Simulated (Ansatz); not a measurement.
Write a Python script for the Ansatz DFT code, driven from Python that makes a charge-density difference against the sublattices of Nb3Pd, space group Cmmm. Use (first run): PBEsol, PAW, cutoff 460 eV, 8×8×3 k-points, Fermi-Dirac smearing of 0.1 eV.

```cif
data_structure
_symmetry_space_group_name_H-M 'P 1'
_symmetry_Int_Tables_number 1
_cell_length_a 2.8078
_cell_length_b 2.8078
_cell_length_c 9.0767
_cell_angle_alpha 90.000
_cell_angle_beta 90.000
_cell_angle_gamma 104.315
_cell_volume 69.34
loop_
_atom_site_label
_atom_site_type_symbol
_atom_site_fract_x
_atom_site_fract_y
_atom_site_fract_z
_atom_site_occupancy
Nb1 Nb 0.50000 0.50000 0.76021 1
Nb2 Nb 0.00000 0.00000 0.50000 1
Nb3 Nb 0.50000 0.50000 0.23979 1
Pd1 Pd 0.00000 0.00000 0.00000 1
```

Script `drho_nb3pd.py`:
```python
"""Density difference of Nb3Pd against its sublattices."""

import warnings

import ansatz as az
import numpy as np

vectors0 = np.array([
    [1.72259, -2.21736, 0.0],
    [1.72259, 2.21736, 0.0],
    [0.0, 0.0, 9.07671],
])
sites = [
    ("Nb", (0.5, 0.5, 0.76021)),
    ("Nb", (0.0, 0.0, 0.5)),
    ("Nb", (0.5, 0.5, 0.23979)),
    ("Pd", (0.0, 0.0, 0.0)),
]


def make_crystal(cell):
    crystal = az.Crystal(lattice=az.Lattice.of(cell))
    for symbol, position in sites:
        crystal = crystal.atom(symbol, position)
    return crystal


def main() -> None:
    warnings.simplefilter("ignore", az.DeckWarning)

    # same cell, cutoff and mesh for the crystal and its parts
    def solve(crystal):
        return (
            crystal.calculation()
            .functional("pbesol")
            .occupations("Fermi-Dirac", width=0.1)
            .basis(460, grid_basis="typed")
            .kpoints(8, 8, 3)
            .density()
            .run(threads=1)
        )


    whole = solve(make_crystal(vectors0))
    difference = whole.density().channels[0].density_e_per_ang3.copy()
    binding = whole.report["free_energy_ev"]
    for element in ["Nb", "Pd"]:
        part = az.Crystal(lattice=az.Lattice.of(vectors0))
        for symbol, position in sites:
            if symbol == element:
                part = part.atom(symbol, position)
        alone = solve(part)
        difference -= alone.density().channels[0].density_e_per_ang3
        binding -= alone.report["free_energy_ev"]
        print(f"{element} sublattice: {alone.report['n_electrons']:g} electrons, {alone.report['n_iterations']} iterations")

    voxel = abs(np.linalg.det(vectors0)) / difference.size
    print(f"energy of the crystal less its unpolarised sublattices: {binding / len(sites):.4f} eV/atom")
    print(f"net charge of the difference {difference.sum() * voxel:.5f} e, charge rearranged {0.5 * np.abs(difference).sum() * voxel:.3f} e")
    print(f"extremes {difference.min():.4f} and {difference.max():.4f} e/A^3")
    for (symbol, position) in sites:
        index = tuple(int(round(p * n)) % n for p, n in zip(position, difference.shape))
        print(f"  change of the pseudo-density at the grid point nearest {symbol}: {difference[index]:+.4f} e/A^3")
    profile = difference.mean(axis=(0, 1))
    print("planar mean along the third vector:", np.round(profile[:: max(len(profile) // 12, 1)], 4))


if __name__ == "__main__":
    main()
```

```console
$ python drho_nb3pd.py
Nb sublattice: 39 electrons, 7 iterations
Pd sublattice: 18 electrons, 6 iterations
energy of the crystal less its unpolarised sublattices: -1.1441 eV/atom
net charge of the difference -0.00000 e, charge rearranged 0.481 e
extremes -0.3911 and 0.1783 e/A^3
  change of the pseudo-density at the grid point nearest Nb: +0.0028 e/A^3
  change of the pseudo-density at the grid point nearest Nb: +0.0095 e/A^3
  change of the pseudo-density at the grid point nearest Nb: +0.0028 e/A^3
  change of the pseudo-density at the grid point nearest Pd: +0.0150 e/A^3
planar mean along the third vector: [ 0.0077  0.0067  0.0095 -0.0101  0.0004 -0.0011  0.0005  0.0028 -0.0022
  0.0009 -0.0104  0.0213 -0.0101]
```

Caveats:
- The mesh is modest for a metal, so energies can be off by several to tens of meV an atom and pressures by half a GPa or more; differences at equal mesh fare better.
- Grid values close to the nuclei reflect the PAW or pseudopotential construction, not the all-electron fields.
- This cell is a computed structure, which may not be the phase found in nature.
- Charge moved counts every rearrangement, bonding and polarisation too, and is no transfer between atoms; the bare sublattices are artificial references. Values near the nuclei depend on the potentials.
- Wall time of the script: 10 s on 1 thread of Arm Neoverse V1 (shared host), peak memory 0.43 GiB.
